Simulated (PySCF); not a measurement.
**[Dy(H2O)5]3+: other functionals and bases at one geometry**

How far do other levels of theory move the description of [Dy(H2O)5]3+, and what does each cost? The species was built from a template and needn't be a known compound.

Computed with PySCF 2.14.0. Level: several levels, as the steps say, no spin–orbit coupling.

1 further run of the same task is left out (for a known fault of the program).

## 1. Where the work starts

16 atoms, charge 3, spin multiplicity 1.

Bond lengths: Dy1–O2 2.334 Å, Dy1–O5 2.334 Å, Dy1–O8 2.298 Å, Dy1–O11 2.329 Å, Dy1–O14 2.329 Å, O2–H3 0.990 Å, O2–H4 0.990 Å, O5–H6 0.990 Å, O5–H7 0.990 Å, O8–H9 0.992 Å, O8–H10 0.992 Å, O11–H12 0.991 Å, O11–H13 0.991 Å, O14–H15 0.991 Å, O14–H16 0.991 Å. Angles: O2–Dy1–O5 161.1°, O2–Dy1–O8 99.5°, O2–Dy1–O11 86.7°, O2–Dy1–O14 87.0°, O5–Dy1–O8 99.5°, O5–Dy1–O11 87.0°, O5–Dy1–O14 86.7°, O8–Dy1–O11 109.6°, O8–Dy1–O14 109.6°, O11–Dy1–O14 140.8°, Dy1–O2–H3 128.0°, Dy1–O2–H4 128.5°, H3–O2–H4 103.5°, Dy1–O5–H6 128.0°, Dy1–O5–H7 128.5°, H6–O5–H7 103.5°, Dy1–O8–H9 128.1°, Dy1–O8–H10 128.1° and more.

Coordinates:

```
Dy   -0.0432    0.0000    0.0000
O    -0.4269    0.0454    2.3020
H    -0.5609    0.8358    2.8825
H    -0.5166   -0.7173    2.9266
O    -0.4269   -0.0453   -2.3020
H    -0.5610   -0.8358   -2.8825
H    -0.5165    0.7173   -2.9266
O     2.2543   -0.0001    0.0000
H     2.8667   -0.0128   -0.7803
H     2.8667    0.0126    0.7803
O    -0.8253    2.1938   -0.0379
H    -0.2989    3.0335   -0.0297
H    -1.7642    2.5094   -0.0693
O    -0.8255   -2.1937    0.0379
H    -1.7644   -2.5093    0.0693
H    -0.2991   -3.0335    0.0297
```

Formal oxidation states: Dy +3. Each metal's 9 4f electrons lie in its core potential, so multiplicities, spins and levels count the valence alone. An earlier session relaxed this geometry at PBE, Dy lcecp-1-SVP with ECP55, O def2-SVP, H def2-SVP (singlet, point group C2).

At PBE on the finer grid: E = -417.645844 Eh, HOMO -21.37 eV, LUMO -14.80 eV, Mulliken charge on Dy1 +1.34 e, largest force component 0.011 eV/Å. 

Levels to run: PBE0; revPBE; B3LYP; BP86; PBE, TZVP. Hardware: 4 threads of Arm Neoverse V2, shared host.

## 2. PBE0

run.py (the lines that set the calculation)

```python
mol = gto.M(atom='''
Dy    -0.04324     0.00000     0.00000
O     -0.42687     0.04537     2.30200
H     -0.56091     0.83580     2.88250
H     -0.51658    -0.71730     2.92657
O     -0.42687    -0.04533    -2.30200
H     -0.56097    -0.83576    -2.88250
H     -0.51652     0.71734    -2.92657
O      2.25427    -0.00009     0.00000
H      2.86669    -0.01278    -0.78026
H      2.86669     0.01256     0.78026
O     -0.82529     2.19378    -0.03785
H     -0.29887     3.03350    -0.02971
H     -1.76420     2.50942    -0.06931
O     -0.82545    -2.19371     0.03785
H     -1.76439    -2.50928     0.06931
H     -0.29911    -3.03348     0.02971''',
    basis={'Dy': 'lcecp-1-SVP', 'O': 'def2-SVP', 'H': 'def2-SVP'},
    ecp={'Dy': 'lcecp-1-SVP'},
    charge=3, spin=0)
mf = dft.RKS(mol, xc='PBE0')
mf.grids.atom_grid = (75, 302)  # f atoms: unpruned, at least (60, 302)
mf = mf.density_fit()  # fitting sets: Dy AutoAux, O def2-universal-JKFIT, H def2-universal-JKFIT
mf.conv_tol = 1e-08; mf.max_cycle = 55
mf.kernel(dm0)  # dm0: the density of the relaxed state
```

The run is started by

```console
> OMP_NUM_THREADS=4 python run.py
```

## 3. revPBE

run.py (the lines that set the calculation), as its differences from that of step 2:

```diff
@@ -20,3 +20,3 @@
     charge=3, spin=0)
-mf = dft.RKS(mol, xc='PBE0')
+mf = dft.RKS(mol, xc='PBE_R,PBE')
 mf.grids.atom_grid = (75, 302)  # f atoms: unpruned, at least (60, 302)
```

## 4. B3LYP

run.py (the lines that set the calculation), as its differences from that of step 3:

```diff
@@ -20,3 +20,3 @@
     charge=3, spin=0)
-mf = dft.RKS(mol, xc='PBE_R,PBE')
+mf = dft.RKS(mol, xc='B3LYP')
 mf.grids.atom_grid = (75, 302)  # f atoms: unpruned, at least (60, 302)
```

## 5. BP86

run.py (the lines that set the calculation), as its differences from that of step 4:

```diff
@@ -20,3 +20,3 @@
     charge=3, spin=0)
-mf = dft.RKS(mol, xc='B3LYP')
+mf = dft.RKS(mol, xc='B88,P86')
 mf.grids.atom_grid = (75, 302)  # f atoms: unpruned, at least (60, 302)
```

## 6. PBE, TZVP

Basis: Dy lcecp-1-TZVP with ECP55, O def2-TZVP, H def2-TZVP. 

run.py (the lines that set the calculation), as its differences from that of step 5:

```diff
@@ -17,6 +17,6 @@
 H     -0.29911    -3.03348     0.02971''',
-    basis={'Dy': 'lcecp-1-SVP', 'O': 'def2-SVP', 'H': 'def2-SVP'},
-    ecp={'Dy': 'lcecp-1-SVP'},
+    basis={'Dy': 'lcecp-1-TZVP', 'O': 'def2-TZVP', 'H': 'def2-TZVP'},
+    ecp={'Dy': 'lcecp-1-TZVP'},
     charge=3, spin=0)
-mf = dft.RKS(mol, xc='B88,P86')
+mf = dft.RKS(mol, xc='PBE')
 mf.grids.atom_grid = (75, 302)  # f atoms: unpruned, at least (60, 302)
@@ -24,2 +24,2 @@
 mf.conv_tol = 1e-08; mf.max_cycle = 55
-mf.kernel(dm0)  # dm0: the density of the relaxed state
+mf.kernel(dm0)  # dm0: free metal ions and neutral atoms
```

**Question.** What will these runs give? Wanted: for each run, HOMO; gap; charge on Dy1; dipole; largest force component.

As calculated:

| level | state | HOMO (eV) | gap (eV) | charge on Dy1 (e) | dipole (D) | largest force component (eV/Å) | basis functions | time |
| --- | --- | --- | --- | --- | --- | --- | --- | --- |
| PBE (relaxed here) | singlet | -21.37 | 6.56 | 1.34 | 0.04 | 0.01 | 153 | 23 s |
| PBE0 | singlet | -23.27 | 9.44 | 1.55 | 0.03 | 0.52 | 153 | 8.7 s |
| revPBE | singlet | -21.32 | 6.62 | 1.38 | 0.04 | 0.17 | 153 | 7.7 s |
| B3LYP | singlet | -22.94 | 8.87 | 1.48 | 0.04 | 0.43 | 153 | 8.7 s |
| BP86 | singlet | -21.48 | 6.56 | 1.36 | 0.04 | 0.06 | 153 | 7.1 s |
| PBE, TZVP | singlet | -21.44 | 6.63 | 1.90 | 0.07 | 0.33 | 262 | 34 s |

Times are on 4 threads of Arm Neoverse V2, shared host; the first row also made further properties. The dipole of a charged species depends on the origin, so these sizes hold for this origin alone.

In one basis the HOMO–LUMO gap runs from 6.56 eV (BP86) to 9.44 eV (PBE0). The largest leftover force, 0.52 eV/Å with PBE0, stands at a geometry relaxed at another level. The Mulliken charge on Dy spans +1.34 to +1.90 e over the levels. With 4f in the core, its levels are missing from HOMO and gap, and its count is fixed, so no charge can pass from the ligands into it. Total energies of different levels can't be compared. Spin–orbit coupling is left out throughout.
